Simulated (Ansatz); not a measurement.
**C₂H₆FSc: a ladder of functionals and wavefunction methods**

One table from this session's results is given with a row withheld; the runs are named, their logs left out.

Method: functionals in def2-TZVPP, the program's frozen cores in correlated methods; program: Ansatz 0.2.0, Gaussian basis.

Levels to be run: LDA (SPW92), PBE-D4, revPBE-D4, BLYP-D4, r2SCAN-D4, B97M-V, PBE0-D4, B3LYP-D4, r2SCANh-D4, r2SCAN0-D4, HSE06-D4, BHLYP-D4, CAM-B3LYP-D4, LC-ωPBE, ωB97X-V, ωB97M-V, B2PLYP, PBE-QIDH; CCSD(T)/def2-SVP; CCSD(T)/def2-TZVPP; MP2/def2-QZVPP; extrapolation to the limit; RPA on PBE.

### The relaxed structure

All runs share one geometry, relaxed beforehand with PBE0-D4 in a triple-zeta def2 set.

SMILES `[CH3][Sc]([CH3])[F]`, 10 atoms, charge 0, spin multiplicity 1.

Atoms are counted from 1 here; the program's logs count them from 0.

Bond lengths: C1–Sc2 2.183 Å, C1–H5 1.098 Å, C1–H6 1.098 Å, C1–H7 1.098 Å, Sc2–C3 2.183 Å, Sc2–F4 1.845 Å, C3–H8 1.098 Å, C3–H9 1.098 Å, C3–H10 1.099 Å. Angles: Sc2–C1–H5 112.4°, Sc2–C1–H6 111.4°, Sc2–C1–H7 112.7°, H5–C1–H6 107.0°, H5–C1–H7 105.9°, H6–C1–H7 107.0°, C1–Sc2–C3 117.9°, C1–Sc2–F4 121.0°, C3–Sc2–F4 121.0°, Sc2–C3–H8 113.3°, Sc2–C3–H9 111.4°, Sc2–C3–H10 111.8°, H8–C3–H9 107.3°, H8–C3–H10 105.9°, H9–C3–H10 106.8°.

The first run:

File in.yaml:

```yaml
crystal:
  periodic: [false, false, false]
  atoms:
    - {symbol: C, position_ang: [-0.812161, 1.598955, -0.600493]}
    - {symbol: Sc, position_ang: [-0.431156, -0.547233, -0.478252]}
    - {symbol: C, position_ang: [1.078530, -1.238738, 0.939177]}
    - {symbol: F, position_ang: [-1.297483, -1.731226, -1.597694]}
    - {symbol: H, position_ang: [-0.605362, 2.005128, -1.599659]}
    - {symbol: H, position_ang: [-0.188016, 2.157229, 0.109391]}
    - {symbol: H, position_ang: [-1.857187, 1.856354, -0.381533]}
    - {symbol: H, position_ang: [0.737170, -2.074695, 1.563227]}
    - {symbol: H, position_ang: [1.390373, -0.432684, 1.616176]}
    - {symbol: H, position_ang: [1.985302, -1.593102, 0.429650]}
basis:
  gaussian: {orbitals: def2-TZVPP}
hamiltonian: {xc: lda}
output: {orbitals: {seedname: orbitals}}
```

Run with:

```console
$ ansatz run in.yaml --threads 4 --pin off --events-out ev --progress --plain --max-ram 10444MiB
```

Steps of the session up to this table: LDA; PBE-D4 (GGA); revPBE-D4 (GGA); BLYP-D4 (GGA); r2SCAN-D4 (meta-GGA); B97M-V (meta-GGA); PBE0-D4 (hybrid); B3LYP-D4 (hybrid); r2SCANh-D4 (hybrid); r2SCAN0-D4 (hybrid); HSE06-D4 (hybrid); BHLYP-D4 (hybrid); CAM-B3LYP-D4 (range-separated); LC-ωPBE (range-separated); ωB97X-V (range-separated); ωB97M-V (range-separated); B2PLYP (double hybrid); PBE-QIDH (double hybrid).

One table of the session follows, with a row left open; its other results are not shown here.

It belongs to the step «Orbital energies across the functionals». 

```
  functional  HOMO (eV)  LUMO (eV)  gap (eV)
 LDA (SPW92)      -5.75      -3.24      2.51
      PBE-D4      -5.60      -3.02      2.58
   revPBE-D4      -5.54      -2.87      2.67
     BLYP-D4      -5.48      -3.08      2.41
   r2SCAN-D4      -5.85      -2.64      3.21
      B97M-V      -5.93      -2.86      3.07
     PBE0-D4          ?          ?         ?
    B3LYP-D4      -6.71      -2.47      4.24
  r2SCANh-D4      -6.35      -2.30      4.05
  r2SCAN0-D4      -7.10      -1.81      5.29
    HSE06-D4      -6.52      -2.41      4.11
    BHLYP-D4      -8.16      -1.33      6.82
CAM-B3LYP-D4      -8.35      -1.24      7.11
     LC-ωPBE      -9.74       0.12      9.87
     ωB97X-V      -9.37      -0.09      9.28
     ωB97M-V      -9.25      -0.48      8.77
```

Estimate the missing values for PBE0-D4.

The run gave: HOMO (eV): -6.93; LUMO (eV): -2.04; gap (eV): 4.89. In the column «HOMO (eV)» it lies between r2SCAN0-D4 (-7.10) and B3LYP-D4 (-6.71).
